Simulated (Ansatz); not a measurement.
# C4H7InO: small, medium and large basis sets

How large a basis does C4H7InO need? Two functionals are run in growing sets.

Method: one geometry, several basis sets; program: Ansatz 0.2.0, Gaussian basis.

The runs, in order: PBE0-D4/def2-SVP; ωB97M-V/def2-SVP; PBE0-D4/def2-QZVPP; ωB97M-V/def2-QZVPP; the functionals' def2-TZVPP values are taken from earlier runs.

**1. Structure used throughout**

All runs share one geometry, relaxed beforehand with PBE0-D4 in a triple-zeta def2 set. In takes the def2 core potential; no spin-orbit term is included.

SMILES `C=C=C[O][InH][CH3]`, 13 atoms, charge 0, spin multiplicity 1.

Atoms are counted from 1 here; the program's logs count them from 0.

Bond lengths: C1–C2 1.314 Å, C1–H7 1.091 Å, C1–H8 1.090 Å, C2–C3 1.322 Å, C3–O4 1.325 Å, C3–H9 1.091 Å, O4–In5 2.107 Å, In5–C6 2.131 Å, In5–H10 1.707 Å, C6–H11 1.090 Å, C6–H12 1.090 Å, C6–H13 1.091 Å. Angles: C2–C1–H7 122.1°, C2–C1–H8 122.0°, H7–C1–H8 115.9°, C1–C2–C3 170.8°, C2–C3–O4 122.1°, C2–C3–H9 120.7°, O4–C3–H9 117.2°, C3–O4–In5 103.5°, O4–In5–C6 108.8°, O4–In5–H10 110.0°, C6–In5–H10 139.6°, In5–C6–H11 108.4°, In5–C6–H12 111.1°, In5–C6–H13 110.1°, H11–C6–H12 109.6°, H11–C6–H13 108.9°, H12–C6–H13 108.6°.

**2. PBE0-D4 in def2-SVP**

File in.yaml:

```yaml
crystal:
  periodic: [false, false, false]
  atoms:
    - {symbol: C, position_ang: [1.146698, -1.632309, -0.407977]}
    - {symbol: C, position_ang: [0.042532, -1.606758, 0.303276]}
    - {symbol: C, position_ang: [-1.125082, -1.420558, 0.894025]}
    - {symbol: O, position_ang: [-1.900284, -0.383588, 0.611859]}
    - {symbol: In, position_ang: [-0.769219, 0.706178, -0.792170]}
    - {symbol: C, position_ang: [0.382542, 2.170250, 0.243036]}
    - {symbol: H, position_ang: [2.072154, -1.174778, -0.056588]}
    - {symbol: H, position_ang: [1.209307, -2.161823, -1.359200]}
    - {symbol: H, position_ang: [-1.486588, -2.122487, 1.647055]}
    - {symbol: H, position_ang: [-1.305958, 0.355606, -2.374583]}
    - {symbol: H, position_ang: [0.620429, 1.783459, 1.233778]}
    - {symbol: H, position_ang: [1.304607, 2.394727, -0.293585]}
    - {symbol: H, position_ang: [-0.191157, 3.092072, 0.351074]}
basis:
  gaussian: {orbitals: def2-SVP}
hamiltonian: {xc: pbe0, dispersion: d4}
output: {orbitals: {seedname: orbitals}}
```

Command:

```console
$ ansatz run in.yaml --threads 2 --pin off --events-out ev --progress --plain --max-ram 32768MiB --backend cpu
```

The runs that follow: ωB97M-V in def2-SVP; PBE0-D4 in def2-QZVPP; ωB97M-V in def2-QZVPP.

**Question.** What will the summary of the whole plan be? Wanted: PBE0-D4: double and triple zeta above quadruple; ωB97M-V: double and triple zeta above quadruple.

**Answer**, as computed:

| quantity | value |
| --- | --- |
| PBE0-D4: double and triple zeta above quadruple | 7.85, 0.40 eV |
| ωB97M-V: double and triple zeta above quadruple | 8.15, 0.38 eV |

**Reading.** PBE0-D4 gains 7.45 eV from double to triple zeta, then 0.40 eV more. Total energies overstate the basis error of differences, where much of it tends to cancel.
